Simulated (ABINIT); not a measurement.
# Ti3Se (P-6m2) in ABINIT: relaxation of cell and atoms with r2SCAN

Aim: the relaxation of cell and atoms of Ti3Se with r2SCAN.

Everything below comes from runs of ABINIT 10.8.3 (patched build). Logs are shortened: lines on timing, memory, paths and dates and some standing lists are left out, and cuts for length are marked. The log counts tension as positive stress, the text compression.

## 1. Starting point

It takes space group P-6m2 (No. 187, hexagonal). The conventional cell has a = 3.197 Å, b = 3.197 Å, c = 7.943 Å, α = 90.00°, β = 90.00°, γ = 120.00°. Around Se (site symmetry -6m2) lie 6 Ti at 2.58 Å. Ti (site symmetry -6m2) is surrounded by 12 Ti at 2.85 to 3.20 Å. Ti (site symmetry 3m) is surrounded by 3 Se at 2.58 Å and 3 Ti at 2.85 Å.

The cell comes from a database or a generator and needn't be the stable form of this composition.

## 2. Relaxation of cell and atoms, r2SCAN

run.abi reads:

```
# Pseudopotentials
pp_dirpath "./"
pseudos "Se.GGA_PBE-JTH.xml, Ti.GGA_PBE-JTH.xml"

# Structure
acell 3*1.0
rprim
     6.0422964801     0.0000000000     0.0000000000
    -3.0211482401     5.2327822490     0.0000000000
     0.0000000000     0.0000000000    15.0096127277
ntypat 2
znucl 34 22
natom 4
typat 1 2 2 2
xred
     0.0000000000     0.0000000000     0.0000000000
     0.6666666667     0.3333333333     0.5000000000
     0.3333333333     0.6666666667     0.7729020000
     0.3333333333     0.6666666667     0.2270980000
chkprim 0
chksymtnons 0
tolsym 1.0e-6

# Plane-wave basis
ecut 18.0
pawecutdg 36.0
pawovlp -1

# k points
kptopt 1
ngkpt 7 7 3
nshiftk 1
shiftk 0.0 0.0 0.0

# Exchange and correlation
ixc -497498
usekden 1
pawxcdev 0

# Bands and occupations
nband 26
occopt 3
tsmear 0.00183747

# SCF cycle
nstep 100
tolvrs 1.0e-7

# Output
iomode 3
prtwf 0
prtden 0
prteig 0
prtebands 0

# Relaxation
ionmov 2
ntime 60
tolmxf 0.0005
optcell 2
dilatmx 1.08
ecutsm 0.5
```

Potentials or basis: JTH PAW PBE v2.0.

Started as:

```bash
$ mpirun --bind-to none -np 4 abinit run.abi > log 2>&1
```

run.abo:

```text
.Version 10.8.3 of ABINIT
 Symmetries : space group P-6 m 2 (#187); Bravais hP (primitive hexag.)
================================================================================
 Values of the parameters that define the memory need of the present run
     intxc =       0    ionmov =       2      iscf =      17    lmnmax =      18
     lnmax =       6     mgfft =      64  mpssoang =       3    mqgrid =    4379
     natom =       4  nloc_mem =       2    nspden =       1   nspinor =       1
    nsppol =       1      nsym =      12    n1xccc =       1    ntypat =       2
    occopt =       3   xclevel =       2
       mpw =        2191          nfft =       46656          nkpt =          16
Pmy_natom=         1
 PAW method is used; the additional fine FFT grid is defined by:
   mgfftf=        90    nfftf =    116640
================================================================================
================================================================================

--------------------------------------------------------------------------------
------------- Echo of variables that govern the present computation ------------
--------------------------------------------------------------------------------
 -outvars: echo values of preprocessed input variables --------
            acell      1.0000000000E+00  1.0000000000E+00  1.0000000000E+00 Bohr
              amu      7.89600000E+01  4.78800000E+01
          chkprim           0
      chksymtnons           0
          dilatmx      1.08000000E+00
             ecut      1.80000000E+01 Hartree
           ecutsm      5.00000000E-01 Hartree
           ionmov           2
              ixc     -497498
         kptrlatt        7    0    0      0    7    0      0    0    3
          kptrlen      4.22960754E+01
            natom           4
            nband          26
            ngfft          27      27      64
          ngfftdg          36      36      90
             nkpt          16
            nstep         100
             nsym          12
            ntime          60
           ntypat           2
           occopt           3
          optcell           2
        pawecutdg      3.60000000E+01 Hartree
          pawovlp     -1.0000000000E+00
         pawxcdev           0
           prtden           0
        prtebands           0
           prteig           0
          prtkden           1
            prtwf           0
            rprim      6.0422964801E+00  0.0000000000E+00  0.0000000000E+00
                      -3.0211482401E+00  5.2327822490E+00  0.0000000000E+00
                       0.0000000000E+00  0.0000000000E+00  1.5009612728E+01
          spgroup         187
           tolmxf      5.00000000E-04
           tolsym      1.00000000E-06
           tolvrs      1.00000000E-07
           tsmear      1.83747000E-03 Hartree
            typat      1  2  2  2
          usekden           1
           useylm           1
[... 719 lines left out ...]
 Eigenvalues (hartree) for nkpt=  16  k points:
 kpt#   1, nband= 26, wtk=  0.00680, kpt=  0.0000  0.0000  0.0000 (reduced coord)
  -1.93969   -1.93902   -1.93219   -1.03647   -1.03323   -1.02228   -1.02228   -1.02152
  -1.02152   -1.01589   -1.01532   -1.01532   -0.35362   -0.00948    0.05829    0.15938
   0.18958    0.18958    0.23694    0.25343    0.25343    0.26057    0.26057    0.28130
   0.28883    0.30462
      occupation numbers for kpt#   1
   2.00000    2.00000    2.00000    2.00000    2.00000    2.00000    2.00000    2.00000
   2.00000    2.00000    2.00000    2.00000    2.00000    2.00000    2.00000    2.00000
   2.00000    2.00000    1.99511    0.09833    0.09833    0.00212    0.00212    0.00000
   0.00000    0.00000
 prteigrs : prtvol=0 or 1, do not print more k-points.

--- !EnergyTerms
iteration_state     : {dtset: 1, itime: 5, icycle: 1, }
comment             : Components of total free energy in Hartree
kinetic             :  2.66792298291710E+01
hartree             :  3.85022635179435E+01
xc                  : -1.51915297830681E+01
Ewald energy        : -1.33253623349047E+02
psp_core            :  9.60696456593658E+00
local_psp           : -1.13715352673580E+02
PAW spherical_terms :  2.24648265116190E+01
internal            : -1.64907221381025E+02
'-kT*entropy'       : -9.45012370648184E-04
total_energy        : -1.64908166393395E+02
total_energy_eV     : -4.48737981084719E+03
...

--- !EnergyTermsDC
iteration_state     : {dtset: 1, itime: 5, icycle: 1, }
comment             : '"Double-counting" decomposition of free energy'
band_energy         : -2.83327684679349E+01
Ewald energy        : -1.33253623349047E+02
psp_core            :  9.60696456593658E+00
xc_dc               : -3.90491002344548E+01
PAW spherical_terms :  2.61213041608713E+01
internal            : -1.64907223324629E+02
'-kT*entropy'       : -9.45012370648184E-04
total_energy_dc     : -1.64908168337000E+02
total_energy_dc_eV  : -4.48737986373535E+03
...

--- !EnergyTermsWithPAWCore
iteration_state     : {dtset: 1, itime: 5, icycle: 1, }
comment             : 'Components of total free energy, including PAW core contributions'
Total energy        : -4.99245609560435E+03
Total energy DC     : -4.99245609754795E+03
Total energy (eV)   : -1.35851651133592E+05
Total energy DC (eV): -1.35851651186480E+05
...

 rms coord change=  3.6880E-04   atom, delta coord (reduced):
     1       -0.000000000000     -0.000000000000      0.000000000000
     2        0.000000000000      0.000000000000      0.000000000000
     3        0.000000000000      0.000000000000      0.000903366209
     4        0.000000000000      0.000000000000     -0.000903366209

 Cartesian components of stress tensor (hartree/bohr^3)
  sigma(1 1)=  3.92439872E-08  sigma(3 2)=  0.00000000E+00
  sigma(2 2)=  3.92437055E-08  sigma(3 1)=  0.00000000E+00
  sigma(3 3)= -2.14903498E-06  sigma(2 1)=  1.94994570E-13

-Cartesian components of stress tensor (GPa)         [Pressure=  2.0306E-02 GPa]
- sigma(1 1)=  1.15459796E-03  sigma(3 2)=  0.00000000E+00
- sigma(2 2)=  1.15458968E-03  sigma(3 1)=  0.00000000E+00
- sigma(3 3)= -6.32267920E-02  sigma(2 1)=  5.73693831E-09

== END DATASET(S) ==============================================================
================================================================================

 -outvars: echo values of variables after computation  --------
            acell      6.0309208412E+00  6.0309208412E+00  1.4945320086E+01 Bohr
           etotal     -1.6490816834E+02
            fcart      4.4647331545E-29 -2.5777148885E-29  1.6940658945E-21
                      -0.0000000000E+00 -0.0000000000E+00  1.6940658945E-21
                      -0.0000000000E+00 -0.0000000000E+00  3.0928384902E-05
                      -4.4647331545E-29  2.5777148885E-29 -3.0928384902E-05
            rprim      1.0000000000E+00  0.0000000000E+00  0.0000000000E+00
                      -5.0000000000E-01  8.6602540378E-01  0.0000000000E+00
                       0.0000000000E+00  0.0000000000E+00  1.0000000000E+00
           strten      3.9243987157E-08  3.9243705532E-08 -2.1490349789E-06
                       0.0000000000E+00  0.0000000000E+00  1.9499456991E-13
           xangst      3.5236351593E-28 -9.6197089534E-28  0.0000000000E+00
                       1.5957129339E+00  9.2128529192E-01  3.9543613969E+00
                      -1.7606165598E-11  1.8425705838E+00  6.1198121377E+00
                      -1.7606165598E-11  1.8425705838E+00  1.7889106561E+00
             xred     -6.3617532686E-29 -3.4805392849E-28  0.0000000000E+00
                       6.6666666667E-01  3.3333333333E-01  5.0000000000E-01
                       3.3333333333E-01  6.6666666667E-01  7.7380536621E-01
                       3.3333333333E-01  6.6666666667E-01  2.2619463379E-01
 Calculation completed.
```

Run time: 2.2 min. Hardware: 4 MPI ranks of Arm Neoverse V2, shared host; peak memory 0.56 GiB.

What came out:

```
Free energy                                           : -4487.3799 eV
Relaxed volume                                        : 17.44 Å³/atom
Relaxed cell                                          : a = 3.191 Å, b = 3.191 Å, c = 7.909 Å, α = 90.00°, β = 90.00°, γ = 120.00°
Space group after relaxing (to 0.05 Å)                : P-6m2 (No. 187)
Energy gained by relaxing                             : -0.5 meV/atom
Ionic steps                                           : 5
Pressure after relaxing                               : 0.0 GPa
Band gap on the k mesh                                : none (metal or under the smearing width)
Valence electrons inside the program's atomic spheres : Se 4.18; Ti 10.03, 10.12
```

The path:
```
step  energy change (eV)  largest force (eV/Å)  pressure (GPa)  volume (Å³)
   1              0.0000                0.1193           -1.16        70.32
   2              0.0006                0.0890           -0.69        70.08
   3              0.0028                0.0413            0.07        69.69
   4              0.0028                0.0349            0.08        69.69
   5              0.0019                0.0016            0.02        69.76
```

Final structure:
```
CELL_PARAMETERS angstrom
3.19143 0.00000 0.00000
-1.59571 2.76386 0.00000
0.00000 0.00000 7.90872
ATOMIC_POSITIONS crystal
Se 0.00000 0.00000 0.00000
Ti 0.66667 0.33333 0.50000
Ti 0.33333 0.66667 0.77381
Ti 0.33333 0.66667 0.22619
```

Levels at points of the mesh, in eV from the Fermi level:
| k point | band 18 | band 19 | band 20 | band 21 | band 22 | band 23 | band 24 | band 25 |
| --- | --- | --- | --- | --- | --- | --- | --- | --- |
| (0.00, 0.00, 0.00) | -1.59 | -0.30 | 0.15 | 0.15 | 0.34 | 0.34 | 0.91 | 1.11 |

Caveat: totals of a meta-GGA on PAW files have another zero than those of a GGA; the PAW data sets were made with another functional, which shifts forces and pressure a little.
